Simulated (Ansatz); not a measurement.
# CHBClFO: a ladder of functionals and wavefunction methods

An exercise on one series of results from a longer session: the logs are not shown, and one member is left open.

The runs use Ansatz 0.2.0, Gaussian basis; functionals in def2-TZVPP, the program's frozen cores in correlated methods.

Levels to be run: LDA (SPW92), PBE-D4, revPBE-D4, BLYP-D4, r2SCAN-D4, B97M-V, PBE0-D4, B3LYP-D4, r2SCANh-D4, r2SCAN0-D4, HSE06-D4, BHLYP-D4, CAM-B3LYP-D4, LC-ωPBE, ωB97X-V, ωB97M-V, B2PLYP, PBE-QIDH; CCSD(T)/def2-SVP; CCSD(T)/def2-TZVPP; MP2/def2-QZVPP; extrapolation to the limit; RPA on PBE.

### The geometry

The geometry comes from an earlier relaxation with PBE0-D4 in a triple-zeta def2 set; it is a stationary point.

SMILES `FC1OB1Cl`, 6 atoms, charge 0, spin multiplicity 1.

Atoms are counted from 1 here; the program's logs count them from 0.

Bond lengths: F1–C2 1.347 Å, C2–O3 1.470 Å, C2–B4 1.505 Å, C2–H6 1.086 Å, O3–B4 1.335 Å, B4–Cl5 1.709 Å. Angles: F1–C2–O3 112.6°, F1–C2–B4 121.0°, F1–C2–H6 110.4°, O3–C2–B4 53.3°, O3–C2–H6 112.8°, B4–C2–H6 128.2°, C2–O3–B4 64.7°, C2–B4–O3 62.0°, C2–B4–Cl5 159.7°, O3–B4–Cl5 138.2°.

Set-up of the first run:

Contents of in.yaml:

```yaml
crystal:
  periodic: [false, false, false]
  atoms:
    - {symbol: F, position_ang: [-0.276039, -1.630788, 0.652849]}
    - {symbol: C, position_ang: [-0.007095, -0.311085, 0.617662]}
    - {symbol: O, position_ang: [1.091337, 0.017612, -0.302453]}
    - {symbol: B, position_ang: [-0.111780, 0.466781, -0.666596]}
    - {symbol: Cl, position_ang: [-0.812046, 1.324210, -1.969035]}
    - {symbol: H, position_ang: [0.157722, 0.069070, 1.621272]}
basis:
  gaussian: {orbitals: def2-TZVPP}
hamiltonian: {xc: lda}
output: {orbitals: {seedname: orbitals}}
```

Among the steps run: LDA; PBE-D4 (GGA); revPBE-D4 (GGA); BLYP-D4 (GGA); r2SCAN-D4 (meta-GGA); B97M-V (meta-GGA); PBE0-D4 (hybrid); B3LYP-D4 (hybrid); r2SCANh-D4 (hybrid); r2SCAN0-D4 (hybrid); HSE06-D4 (hybrid); BHLYP-D4 (hybrid); CAM-B3LYP-D4 (range-separated); LC-ωPBE (range-separated); ωB97X-V (range-separated); ωB97M-V (range-separated); B2PLYP (double hybrid); PBE-QIDH (double hybrid).

One of the session's tables, all rows but one given; the rest of the session is left out.

It belongs to the step «Frontier levels by functional». 

| functional | HOMO (eV) | gap (eV) |
| --- | --- | --- |
| LDA (SPW92) | -7.11 | 4.99 |
| PBE-D4 | ? | ? |
| revPBE-D4 | -6.85 | 5.16 |
| BLYP-D4 | -6.84 | 5.18 |
| r2SCAN-D4 | -7.21 | 5.73 |
| B97M-V | -7.29 | 5.91 |
| PBE0-D4 | -8.42 | 7.62 |
| B3LYP-D4 | -8.21 | 7.18 |
| r2SCANh-D4 | -7.77 | 6.64 |
| r2SCAN0-D4 | -8.61 | 8.00 |
| HSE06-D4 | -8.01 | 6.83 |
| BHLYP-D4 | -9.85 | 10.15 |
| CAM-B3LYP-D4 | -9.89 | 10.25 |
| LC-ωPBE | -11.22 | 12.82 |
| ωB97X-V | -10.84 | 12.36 |
| ωB97M-V | -10.71 | 12.06 |

Q: Estimate the row for PBE-D4 from the others.

The run gave: HOMO (eV): -6.92; gap (eV): 5.11. In the column «HOMO (eV)» it lies between LDA (SPW92) (-7.11) and revPBE-D4 (-6.85).
